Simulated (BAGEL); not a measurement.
# CH3GaS (SMILES [CH2]1[S][GaH]1) at HF/cc-pVDZ (density fitting with qzvpp-jkfit)

What is the vertical ionisation energy of CH3GaS at HF/cc-pVDZ (density fitting with qzvpp-jkfit)? 

Program for the calculation: BAGEL 1.2.2.

3 further runs of the same task are left out: 3 that didn't finish. Runs told in other sessions of the task aren't counted.

## 1. The structure to begin with

The species is CH3GaS (6 atoms), meant as a singlet with charge 0. SMILES: `[CH2]1[S][GaH]1`. Geometry: a GFN2-xTB relaxation, a rough one for these elements and not checked as a minimum.

Bond lengths: C1–Ga3 1.981 Å, S2–Ga3 2.171 Å, C1–H4 1.088 Å, C1–H5 1.088 Å, Ga3–H6 1.561 Å. Angles: C1–Ga3–S2 57.7°, C1–Ga3–H6 151.3°, S2–Ga3–H6 151.0°, Ga3–C1–H4 124.2°, Ga3–C1–H5 124.2°, H4–C1–H5 111.0°. A long bond or contact: C1–S2 2.009 Å.

## 2. The energy at HF/cc-pVDZ (density fitting with qzvpp-jkfit)

input.json

```json
{ "bagel": [

{
  "title": "molecule",
  "basis": "cc-pvdz.json",
  "df_basis": "qzvpp-jkfit",
  "angstrom": true,
  "geometry": [
    { "atom": "C", "xyz": [   -0.417640,    0.080650,   -0.719480 ] },
    { "atom": "S", "xyz": [    0.615750,   -1.552450,   -0.170900 ] },
    { "atom": "Ga", "xyz": [    0.451480,    0.232710,    1.054040 ] },
    { "atom": "H", "xyz": [   -1.449600,   -0.230400,   -0.870360 ] },
    { "atom": "H", "xyz": [    0.021250,    0.438830,   -1.648680 ] },
    { "atom": "H", "xyz": [    0.778760,    1.030660,    2.355380 ] }
  ]
},
{
  "title": "hf"
},
{
  "title": "print",
  "file": "orbitals.molden",
  "orbitals": true
}

]}
```

The basis set cc-pVDZ is read from a file made from the Basis Set Exchange's data (not shown).

Launch:

```bash
$ BAGEL_NUM_THREADS=1 BAGEL input.json > input.out
```

The log of the run:

```text
* using 1 threads per process

  ===============================================================
  ===============================================================

  *** Geometry ***

  { "atom" : "C", "xyz" : [     -0.789225,      0.152406,     -1.359620 ] },
  { "atom" : "S", "xyz" : [      1.163599,     -2.933705,     -0.322954 ] },
  { "atom" : "Ga", "xyz" : [      0.853174,      0.439758,      1.991847 ] },
  { "atom" : "H", "xyz" : [     -2.739347,     -0.435393,     -1.644742 ] },
  { "atom" : "H", "xyz" : [      0.040157,      0.829269,     -3.115554 ] },
  { "atom" : "H", "xyz" : [      1.471643,      1.947665,      4.451023 ] },

  Number of auxiliary basis functions:      523

  Since a DF basis is specified, we compute 2- and 3-index integrals:
    o Being stored without compression. Storage requirement is 0.023 GB

  Number of basis functions:       74
  Number of electrons      :       56

    * METHOD: MOLECULE                             0.28

  *** RHF ***

  === Nuclear Repulsion ===
   234.6176457790

      * DIIS with orbital gradients will be used.

  === RHF iteration (cc-pvdz.json) ===
      0      -2360.23879970          0.01170729           0.08
      1      -2360.31060782          0.00670284           0.07
      2      -2360.32964341          0.00130199           0.07
      3      -2360.33098341          0.00033373           0.07
      4      -2360.33107447          0.00010085           0.07
      5      -2360.33108444          0.00003513           0.07
      6      -2360.33108590          0.00001183           0.07
      7      -2360.33108616          0.00000410           0.07
      8      -2360.33108619          0.00000146           0.07
      9      -2360.33108619          0.00000066           0.07
     10      -2360.33108619          0.00000021           0.07
     11      -2360.33108619          0.00000008           0.07
     12      -2360.33108619          0.00000003           0.07
     13      -2360.33108619          0.00000001           0.07
     14      -2360.33108619          0.00000000           0.07
    * SCF iteration converged.

    * Permanent dipole moment:
           (    0.160143,    -1.016023,    -0.572824) a.u.

    * METHOD: HF                                   1.30

    * METHOD: PRINT                                0.01

  ===============================================================
```

Wall time 1.7 s (1 thread of Arm Neoverse V1, shared host).

## 3. The doublet cation

job.json

```json
{ "bagel" : [

{
  "title" : "molecule",
  "basis" : "cc-pvdz.json",
  "df_basis" : "qzvpp-jkfit",
  "angstrom" : true,
  "geometry" : [
    { "atom" : "C", "xyz" : [      -0.417640,       0.080650,      -0.719480 ] },
    { "atom" : "S", "xyz" : [       0.615750,      -1.552450,      -0.170900 ] },
    { "atom" : "Ga", "xyz" : [       0.451480,       0.232710,       1.054040 ] },
    { "atom" : "H", "xyz" : [      -1.449600,      -0.230400,      -0.870360 ] },
    { "atom" : "H", "xyz" : [       0.021250,       0.438830,      -1.648680 ] },
    { "atom" : "H", "xyz" : [       0.778760,       1.030660,       2.355380 ] }
  ]
},

{ "title" : "uhf", "charge" : 1, "nopen" : 1 },

{ "title" : "print", "file" : "orbitals.molden", "orbitals" : true }

]}
```

The basis set cc-pVDZ is read from a file made from the Basis Set Exchange's data (not shown).

Launch:

```bash
$ BAGEL_NUM_THREADS=1 BAGEL job.json > job.out
```

The log of the run:

```text
* using 1 threads per process

  ===============================================================
  ===============================================================

  *** Geometry ***

  { "atom" : "C", "xyz" : [     -0.789225,      0.152406,     -1.359620 ] },
  { "atom" : "S", "xyz" : [      1.163599,     -2.933705,     -0.322954 ] },
  { "atom" : "Ga", "xyz" : [      0.853174,      0.439758,      1.991847 ] },
  { "atom" : "H", "xyz" : [     -2.739347,     -0.435393,     -1.644742 ] },
  { "atom" : "H", "xyz" : [      0.040157,      0.829269,     -3.115554 ] },
  { "atom" : "H", "xyz" : [      1.471643,      1.947665,      4.451023 ] },

  Number of auxiliary basis functions:      523

  Since a DF basis is specified, we compute 2- and 3-index integrals:
    o Being stored without compression. Storage requirement is 0.023 GB

  Number of basis functions:       74
  Number of electrons      :       56

    * METHOD: MOLECULE                             0.28

  *** Open-shell HF ***

  === Nuclear Repulsion ===
   234.6176457790

      * DIIS with orbital gradients will be used.

  === UHF iteration (cc-pvdz.json) ===
      0      -2359.95252151          0.01750718           0.15
      1      -2360.01247640          0.00812580           0.14
      2      -2360.02082384          0.00479432           0.14
      3      -2360.02465666          0.00137722           0.14
      4      -2360.02600928          0.00082950           0.15
      5      -2360.02676935          0.00070742           0.14
      6      -2360.02847652          0.00048793           0.14
      7      -2360.02915172          0.00034794           0.14
      8      -2360.02960512          0.00019717           0.15
      9      -2360.02968899          0.00013000           0.14
[... 28 lines of this table left out ...]
     38      -2360.02975844          0.00000002           0.15
     39      -2360.02975844          0.00000001           0.14
     40      -2360.02975844          0.00000001           0.14
     41      -2360.02975844          0.00000001           0.14
    * SCF iteration converged.

    * S^2 (UHF) is 0.7936

    * Permanent dipole moment:
           (    0.459138,    -0.851587,     0.133824) a.u.

    * METHOD: UHF                                  6.27

    * METHOD: PRINT                                0.01

  ===============================================================
```

Wall time 6.9 s (1 thread of Arm Neoverse V1, shared host).

## 4. What came out

At HF/cc-pVDZ (density fitting with qzvpp-jkfit):

| quantity | value |
| --- | --- |
| singlet CH3GaS: total energy | -2360.33109 Eh |
| singlet CH3GaS: dipole moment | 2.99 D |
| singlet CH3GaS: HOMO energy | -9.37 eV |
| singlet CH3GaS: LUMO energy | 1.32 eV |
| singlet CH3GaS: HOMO–LUMO gap | 10.68 eV |
| doublet cation: total energy | -2360.02976 Eh |
| doublet cation: ⟨S²⟩ | 0.794 |
| vertical ionisation energy (to the doublet cation) | 8.200 eV |

**Reading.** The vertical ionisation energy comes to 8.20 eV (189 kcal/mol). The negative HOMO energy of the first species, 9.37 eV, lies 1.17 eV above that difference.
